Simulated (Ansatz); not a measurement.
# FH2NSSi: the cost of one run

All numbers below are computed with Ansatz 0.2.0 (RKS PBE-D4/STO-3G).

**1. The system as given**

Bond lengths: N1–Si2 1.607 Å, Si2–F3 1.586 Å, Si2–S4 2.132 Å, N1–H5 1.008 Å, S4–H6 1.329 Å. Angles: N1–Si2–F3 118.8°, N1–Si2–S4 138.4°, F3–Si2–S4 102.7°, Si2–N1–H5 123.5°, Si2–S4–H6 95.0°.

Coordinates:

```xyz
6

N     1.3820    0.1406   -0.8056
Si    0.3060   -0.4024    0.2571
F     0.7254   -1.5749    1.2389
S    -1.7098   -0.0087    0.8292
H     1.1906    0.8813   -1.4618
H    -1.8943    0.9642   -0.0578
```

**2. Relaxing end A**

Input file input.yaml:

```yaml
crystal:
  periodic: [false, false, false]
  atoms:
    - { symbol: "N", position_ang: [1.38204, 0.14058, -0.80561] }
    - { symbol: Si, position_ang: [0.30598, -0.40243, 0.25714] }
    - { symbol: F, position_ang: [0.72543, -1.57489, 1.23888] }
    - { symbol: S, position_ang: [-1.70978, -0.00874, 0.82923] }
    - { symbol: H, position_ang: [1.19059, 0.88129, -1.46179] }
    - { symbol: H, position_ang: [-1.89426, 0.96418, -0.05785] }
basis:
  gaussian: { orbitals: STO-3G }
hamiltonian:
  xc: pbe
  dispersion: d4
relax:
  f_tol: 0.015
  max_steps: 40
output:
  orbitals: {}
```

Started as:

```
> ansatz run input.yaml --threads 1 --pin off --max-ram 2048MiB --backend cpu --events-out ev --progress --plain --runs-dir out
```

Q: Estimate wall time and peak memory on 1 thread of Arm Neoverse V1, shared host.

About 18 s, with a peak of 0.14 GiB.
